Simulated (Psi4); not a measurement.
# ZnHSF (SMILES [F][Zn][SH]) at 4 levels

Aim: a comparison of 4 runs (TPSSh/def2-SVP, B3LYP/6-31G*, tau-HCTHh/cc-pVTZ, FNO-MP3/6-31G**) of ZnHSF. 

Program for the calculation: Psi4 1.11.

5 further runs of the same task are left out: 3 that didn't finish, 2 set aside as unsound or not needed.

## Step 1: The structure to begin with

The species is ZnHSF (4 atoms), meant as a singlet with charge 0. SMILES: `[F][Zn][SH]`. The shape is that of a PBE0-D4/def2-TZVP optimisation.

Bond lengths: F1–Zn2 1.747 Å, Zn2–S3 2.141 Å, S3–H4 1.345 Å. Angles: F1–Zn2–S3 179.1°, Zn2–S3–H4 92.7°.

## Step 2: Energy and forces at TPSSh/def2-SVP (run 1)

Input file calc.py:

```python
import psi4

psi4.set_memory(1600000000)
psi4.set_num_threads(1)
psi4.core.set_output_file('output.dat', False)

m = psi4.geometry("""
0 1
F     -0.398300     0.262000     2.366700
Zn    -0.313000     0.146600     0.625200
S     -0.240000     0.017700    -1.511000
H      1.006900    -0.486700    -1.501200
units angstrom
symmetry c1
no_reorient
no_com
""")

psi4.set_options({
    'basis': 'def2-SVP',
    'puream': True,
    'e_convergence': 1e-09,
    'd_convergence': 1e-08,
    'scf_type': 'pk',
    'dft_radial_points': 99,
    'dft_spherical_points': 590,
})

result, w = psi4.gradient("tpssh", molecule=m, return_wfn=True)
psi4.oeprop(w, "QUADRUPOLE", "DIPOLE", "WIBERG_LOWDIN_INDICES")
print('gradient / Eh bohr^-1')
print(result.np.round(6))
print(f'energy = {w.energy():.10f} Eh')
```

Command:

```sh
$ python calc.py
```

output.dat:

```text
[...]
  Running in c1 symmetry.
[...]
  Nuclear repulsion =  233.564725576962019
[...]
  Multiplicity = 1
[...]
  Nalpha       = 28
  Nbeta        = 28
[...]
    Number of basis functions: 68
[...]
   @RKS iter   1: -2275.69249034937820   -1.12131e+00   3.34828e-02 DIIS/ADIIS
[...]
   @RKS iter  13: -2277.63061241995683   -3.18323e-12   4.21453e-09 DIIS
[...]
  @RKS Final Energy: -2277.63061241995683
   => Energetics <=
    Nuclear Repulsion Energy =            233.5647255769620187
    One-Electron Energy =               -3637.4772842729653348
    Two-Electron Energy =                1223.5118138123777953
    DFT Exchange-Correlation Energy =     -97.2298675363309570
    Empirical Dispersion Energy =           0.0000000000000000
    VV10 Nonlocal Energy =                  0.0000000000000000
    Total Energy =                      -2277.6306124199563783
[...]
  -Total Gradient:
     Atom            X                  Y                   Z
    ------   -----------------  -----------------  -----------------
       1       -0.000118531033     0.000106403571     0.001281050820
       2        0.000510602789    -0.000570794992    -0.007873522920
       3        0.004281929560    -0.001437526709     0.006387868025
       4       -0.004681851216     0.001904923555     0.000200260294
[...]
 Multipole Moments:
 ------------------------------------------------------------------------------------
     Multipole            Electronic (a.u.)      Nuclear  (a.u.)        Total (a.u.)
 ------------------------------------------------------------------------------------
 L = 1.  Multiply by 2.5417464519 to convert [e a0] to [Debye]
 Dipole X            :         30.2249610          -29.8724126            0.3525483
 Dipole Y            :        -12.5423159           12.3824304           -0.1598855
 Dipole Z            :        -27.5435672           27.1725609           -0.3710062
 Magnitude           :                                                    0.5361896
 L = 2.  Multiply by 1.3450342976 to convert [e a0^2] to [Debye ang]
 Quadrupole XX       :        -43.9390244           22.5059348          -21.4330896
 Quadrupole XY       :          9.4677145          -10.2624962           -0.7947817
[...]
```

The script printed:

```text
gradient / Eh bohr^-1
[[-0.000119  0.000106  0.001281]
 [ 0.000511 -0.000571 -0.007874]
 [ 0.004282 -0.001438  0.006388]
 [-0.004682  0.001905  0.0002  ]]
energy = -2277.6306124200 Eh
```

Wall time 15 s (1 thread of AMD EPYC 9R45 (Zen 5), shared host); peak memory 1 GiB.

## Step 3: A single-point energy at B3LYP/6-31G(d) (Cartesian functions) (run 2)

Input file input.inp:

```
memory 1.6 GB

molecule {
  0 1
  F     -0.75267792     0.49510824     4.47241482
  Zn    -0.59148428     0.27703385     1.18145677
  S     -0.45353427     0.03344815    -2.85537617
  H      1.90276523    -0.91972970    -2.83685686
  units bohr
  symmetry c1
  no_reorient
  no_com
}

set {
  basis 6-31G*
  puream false
  e_convergence 1e-09
  d_convergence 1e-08
  scf_type pk
  dft_radial_points 99
  dft_spherical_points 590
}

E, wfn = energy('b3lyp', return_wfn=True)
oeprop(wfn, 'MULLIKEN_CHARGES', 'QUADRUPOLE', 'LOWDIN_CHARGES')
print_variables()
```

Command:

```sh
$ psi4 input.inp input.out -n 1
```

input.out:

```text
[...]
  Running in c1 symmetry.
[...]
  Nuclear repulsion =  233.564725828688211
[...]
  Multiplicity = 1
[...]
  Nalpha       = 28
  Nbeta        = 28
[...]
    Number of basis functions: 75
[...]
   @RKS iter   1: -2275.43249706895722   -5.92446e-01   4.38982e-02 ADIIS/DIIS
[...]
   @RKS iter  13: -2277.81037810105636   -3.18323e-12   2.27066e-09 DIIS
[...]
  @RKS Final Energy: -2277.81037810105636
   => Energetics <=
    Nuclear Repulsion Energy =            233.5647258286882106
    One-Electron Energy =               -3638.6023756779813993
    Two-Electron Energy =                1214.0453148975980184
    DFT Exchange-Correlation Energy =     -86.8180431493607898
    Empirical Dispersion Energy =           0.0000000000000000
    VV10 Nonlocal Energy =                  0.0000000000000000
    Total Energy =                      -2277.8103781010559032
[...]
 Multipole Moments:
 ------------------------------------------------------------------------------------
     Multipole            Electronic (a.u.)      Nuclear  (a.u.)        Total (a.u.)
 ------------------------------------------------------------------------------------
 L = 1.  Multiply by 2.5417464519 to convert [e a0] to [Debye]
 Dipole X            :         30.2262461          -29.8724128            0.3538333
 Dipole Y            :        -12.5373215           12.3824304           -0.1548911
 Dipole Z            :        -27.4246909           27.1725609           -0.2521300
 Magnitude           :                                                    0.4612578
 L = 2.  Multiply by 1.3450342976 to convert [e a0^2] to [Debye ang]
 Quadrupole XX       :        -44.2831506           22.5059349          -21.7772157
 Quadrupole XY       :          9.3186761          -10.2624962           -0.9438201
[...]
  Mulliken Charges: (a.u.)
   Center  Symbol    Alpha    Beta     Spin     Total
       1     F     4.74635  4.74635  0.00000 -0.49270
       2    ZN    14.62522 14.62522  0.00000  0.74956
       3     S     8.18289  8.18289  0.00000 -0.36579
       4     H     0.44554  0.44554  0.00000  0.10893
   Total alpha = 28.00000, Total beta = 28.00000, Total charge =  0.00000
  Lowdin Charges: (a.u.)
   Center  Symbol    Alpha    Beta     Spin     Total
       1     F     4.69422  4.69422  0.00000 -0.38844
       2    ZN    14.75002 14.75002  0.00000  0.49997
[...]
```

Wall time 6.3 s (1 thread of AMD EPYC 9R45 (Zen 5), shared host); peak memory 0.65 GiB.

Run 3 isn't shown in full; the table further down has it.

## Step 4: The energy at FNO-MP3/6-31G(d,p) (fitted SCF, Cartesian functions) (run 4)

Input file calc.dat:

```
memory 1.6 GB

molecule {
  F     -0.75267792     0.49510824     4.47241482
  Zn    -0.59148428     0.27703385     1.18145677
  S     -0.45353427     0.03344815    -2.85537617
  H      1.90276523    -0.91972970    -2.83685686
  units bohr
  no_reorient
  no_com
}

set {
  basis                     6-31G**
  reference                 rhf
  freeze_core               true
  orbital_optimizer_package ooo
  r_convergence             0.0001
  mp_type                   conv
}

energy("fno-mp3")
```

Command:

```sh
$ psi4 -n 1 calc.dat calc.out
```

calc.out:

```text
[...]
  Running in c1 symmetry.
[...]
  Nuclear repulsion =  233.564725828688211
[...]
  Multiplicity = 1
[...]
  Nalpha       = 28
  Nbeta        = 28
[...]
    Number of basis functions: 78
[...]
   @RHF iter   1: -2273.21314648577209   -2.27321e+03   3.75728e-02 ODA
[...]
   @RHF iter  21: -2275.09469335048834    0.00000e+00   5.40024e-09 Converged
[...]
    Orbital Energies [Eh]
    ---------------------
    Doubly Occupied:
       1A   -353.349421     2A    -91.938701     3A    -44.427649
       4A    -38.996467     5A    -38.996081     6A    -38.992199
       7A    -26.208305     8A     -8.952191     9A     -6.634806
      10A     -6.633850    11A     -6.631734    12A     -5.692701
      13A     -3.900257    14A     -3.899343    15A     -3.897173
      16A     -1.471354    17A     -0.962524    18A     -0.827084
      19A     -0.826624    20A     -0.825654    21A     -0.825431
      22A     -0.809869    23A     -0.568640    24A     -0.558156
      25A     -0.555988    26A     -0.540823    27A     -0.436306
      28A     -0.382680
[...]
  @RHF Final Energy: -2275.09469335047788
   => Energetics <=
    Nuclear Repulsion Energy =            233.5647258286882106
    One-Electron Energy =               -3639.8348146700495818
    Two-Electron Energy =                1131.1753954908836022
    Total Energy =                      -2275.0946933504778826
[...]
 Multipole Moments:
 ------------------------------------------------------------------------------------
     Multipole            Electronic (a.u.)      Nuclear  (a.u.)        Total (a.u.)
 ------------------------------------------------------------------------------------
 L = 1.  Multiply by 2.5417464519 to convert [e a0] to [Debye]
 Dipole X            :         30.2329976          -29.8724128            0.3605849
 Dipole Y            :        -12.5391395           12.3824304           -0.1567092
 Dipole Z            :        -27.4058118           27.1725609           -0.2332509
 Magnitude           :                                                    0.4571490
[...]
      * MP2 total energy:                  -2275.672226681173
[...]
      * MP2 total energy:                  -2275.672226681173
[...]
      * MP3 total energy:                  -2275.643979882213
[...]
```

Run time: 5.4 s. Hardware: 1 thread of AMD EPYC 9R45 (Zen 5), shared host; peak memory 0.39 GiB.

## Step 5: Overview of the runs

| run | level | task | Cartesian functions | energy (Eh) | dipole moment (D) | HOMO energy (eV) | LUMO energy (eV) | wall time |
| --- | --- | --- | --- | --- | --- | --- | --- | --- |
| 1 | TPSSh/def2-SVP | gradient | no | -2277.630612 | 1.36 | -6.82 | -1.45 | 15 s |
| 2 | B3LYP/6-31G* (Cartesian functions) | energy | yes | -2277.810378 | 1.17 | -7.32 | -1.47 | 6.3 s |
| 3 | tau-HCTHh/cc-pVTZ (density fitting) | gradient | no | -2278.266908 | 1.51 | -7.38 | -1.77 | 26 s |
| 4 | FNO-MP3/6-31G** (fitted SCF, Cartesian functions) | energy | yes | -2275.643980 | – | -10.41 | 1.68 | 5.4 s |

## Step 6: Outcome

| quantity | value |
| --- | --- |
| run 4: total energy | -2275.64398 Eh |
| run 4: HOMO energy (Hartree–Fock orbitals) | -10.41 eV |
| run 4: LUMO energy (Hartree–Fock orbitals) | 1.68 eV |
| run 4: HOMO–LUMO gap (Hartree–Fock orbitals) | 12.10 eV |
| run 4: correlation energy (15 core orbitals frozen) | -549.3 mEh |

What this shows: Over runs 1, 2, 3 the dipole moment (its size) runs from 1.17 D (B3LYP/6-31G*) to 1.51 D (tau-HCTHh/cc-pVTZ). The two ends differ in method and basis. Over runs 1, 2, 3 the HOMO–LUMO gap runs from 5.37 eV (TPSSh/def2-SVP) to 5.85 eV (B3LYP/6-31G*). Totals of different functionals can't be ranked against each other. All runs together took 53 s, the longest 26 s.
